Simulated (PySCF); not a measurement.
# GeH₅Br: a look at the electrons

Aim: take GeH₅Br and find what binds its two fragments and analyse its density (charges, bond critical points, surface potential).

The runs use PySCF 2.14.0; levels as typed in each script, gas phase, geometry from GFN2-xTB.

## (1) The starting structure

SMILES `Br.[GeH4]`, 7 atoms, charge 0, spin multiplicity 1.

Bond lengths: Br1–H2 1.398 Å, Ge3–H4 1.491 Å, Ge3–H5 1.482 Å, Ge3–H6 1.479 Å, Ge3–H7 1.484 Å. Angles: H4–Ge3–H5 109.0°, H4–Ge3–H6 109.6°, H4–Ge3–H7 108.0°, H5–Ge3–H6 111.1°, H5–Ge3–H7 109.3°, H6–Ge3–H7 109.8°.

As a file:

```xyz
7
BrGeH5
Br    1.7666    0.0340   -0.0005
H     1.4260   -1.3213    0.0197
Ge   -1.7562    0.0056   -0.0002
H    -1.3166   -1.3241    0.5105
H    -1.2464    0.1852   -1.3806
H    -1.2550    1.0703    0.8958
H    -3.2400    0.0221   -0.0202
```

## (2) Binding of the two fragments (HF/def2-tzvp)

input.py

```python
import numpy as np
from pyscf import gto, scf, dft
from pyscf.scf import atom_ks, atom_hf
from scipy.linalg import block_diag
from pyscf.dispersion import dftd3

def solve(mol, dm0=None, hcore=None):
    mf = scf.UHF(mol) if mol.spin else scf.RHF(mol)
    mf = mf.density_fit(auxbasis='def2-universal-jkfit')
    mf.conv_tol, mf.max_cycle = 1e-8, 80
    if hcore is not None:
        mf.get_hcore = lambda *args: hcore
    mf.kernel(dm0)
    if not mf.converged:
        mf = mf.newton().run(mf.mo_coeff, mf.mo_occ, max_cycle=30)
    assert mf.converged, 'SCF not converged'
    return mf

mol = gto.M(atom='''
Br     1.76657     0.03397    -0.00050
H      1.42602    -1.32129     0.01970
Ge    -1.75619     0.00558    -0.00023
H     -1.31659    -1.32413     0.51048
H     -1.24638     0.18525    -1.38061
H     -1.25495     1.07035     0.89579
H     -3.24000     0.02213    -0.02022
''', basis='def2-tzvp', charge=0, spin=0, verbose=4)
mol_a = gto.M(atom='''
Br     1.76657     0.03397    -0.00050
H      1.42602    -1.32129     0.01970
ghost-Ge    -1.75619     0.00558    -0.00023
ghost-H     -1.31659    -1.32413     0.51048
ghost-H     -1.24638     0.18525    -1.38061
ghost-H     -1.25495     1.07035     0.89579
ghost-H     -3.24000     0.02213    -0.02022
''', basis='def2-tzvp', charge=0, spin=0, verbose=4)
mol_b = gto.M(atom='''
ghost-Br     1.76657     0.03397    -0.00050
ghost-H      1.42602    -1.32129     0.01970
Ge    -1.75619     0.00558    -0.00023
H     -1.31659    -1.32413     0.51048
H     -1.24638     0.18525    -1.38061
H     -1.25495     1.07035     0.89579
H     -3.24000     0.02213    -0.02022
''', basis='def2-tzvp', charge=0, spin=0, verbose=4)
ab, a, b = solve(mol), solve(mol_a), solve(mol_b)
e_int = ab.e_tot - a.e_tot - b.e_tot
print('counterpoise-corrected interaction energy / kcal/mol', e_int * 627.5095)
def disp(atoms, charge):
    m = gto.M(atom=atoms, charge=charge, basis='sto-3g', spin=None, unit='Bohr', verbose=0)
    return dftd3.DFTD3Dispersion(m, xc='hf', version='d3bj').get_dispersion()['energy']
e_disp = disp(mol._atom, mol.charge) - disp(mol._atom[:2], mol_a.charge) - disp(mol._atom[2:], mol_b.charge)
print('D3(BJ) part / kcal/mol', e_disp * 627.5095)
# spherically averaged free atoms, for the promolecule
atm = scf.atom_hf.get_atm_nrhf(mol)
pro = block_diag(*[(atm[a[0]][2] * atm[a[0]][3]) @ atm[a[0]][2].T for a in mol._atom])
np.savez('result.npz', e_int=e_int, e_disp=e_disp, dm_a=a.make_rdm1(), dm_b=b.make_rdm1(), c=ab.mo_coeff, occ=ab.mo_occ, eps=ab.mo_energy, pro=pro, d=[f.dip_moment(verbose=0) for f in (ab, a, b)])
```

Command:

```sh
$ OMP_NUM_THREADS=1 python input.py
```

## (4) Density, bond paths and surface potential (HF/def2-tzvp)

input.py

```python
import numpy as np
from pyscf import gto, scf, dft
from pyscf.scf import atom_ks, atom_hf
from scipy.linalg import block_diag

def solve(mol, dm0=None, hcore=None):
    mf = scf.UHF(mol) if mol.spin else scf.RHF(mol)
    mf = mf.density_fit(auxbasis='def2-universal-jkfit')
    mf.conv_tol, mf.max_cycle = 1e-8, 80
    if hcore is not None:
        mf.get_hcore = lambda *args: hcore
    mf.kernel(dm0)
    if not mf.converged:
        mf = mf.newton().run(mf.mo_coeff, mf.mo_occ, max_cycle=30)
    assert mf.converged, 'SCF not converged'
    return mf

mol = gto.M(atom='''
Br     1.76657     0.03397    -0.00050
H      1.42602    -1.32129     0.01970
Ge    -1.75619     0.00558    -0.00023
H     -1.31659    -1.32413     0.51048
H     -1.24638     0.18525    -1.38061
H     -1.25495     1.07035     0.89579
H     -3.24000     0.02213    -0.02022
''', basis='def2-tzvp', charge=0, spin=0, verbose=4)
mf = solve(mol)
mf.analyze()
# spherically averaged free atoms, for the promolecule
atm = scf.atom_hf.get_atm_nrhf(mol)
pro = block_diag(*[(atm[a[0]][2] * atm[a[0]][3]) @ atm[a[0]][2].T for a in mol._atom])
np.savez('result.npz', e=mf.e_tot, c=mf.mo_coeff, occ=mf.mo_occ, eps=mf.mo_energy, pro=pro, dip=mf.dip_moment(verbose=0), s2=mf.spin_square()[0])
```

(Steps that only read results are left out.)

Before running it: what results should come out? Wanted: interaction energy, counterpoise; dipole moment; HOMO, LUMO.

**Answer**, as computed:

| quantity | value |
| --- | --- |
| interaction energy, counterpoise (HF/def2-tzvp) | +3.0 kcal/mol |
| dipole moment (HF/def2-tzvp) | 0.75 D |
| HOMO, LUMO (HF/def2-tzvp) | -11.69, 2.98 eV |

What this shows: The counterpoise-corrected interaction energy of the frozen fragments is +3.0 kcal/mol without dispersion correction and −0.8 kcal/mol with D3(BJ). The pair geometry is semi-empirical, not a minimum at this level. At HF/def2-tzvp: The highest Hirshfeld charge is on Ge3 (+0.28 e), the lowest on H4 (−0.09 e). All values hold at the given geometry, in the gas phase.
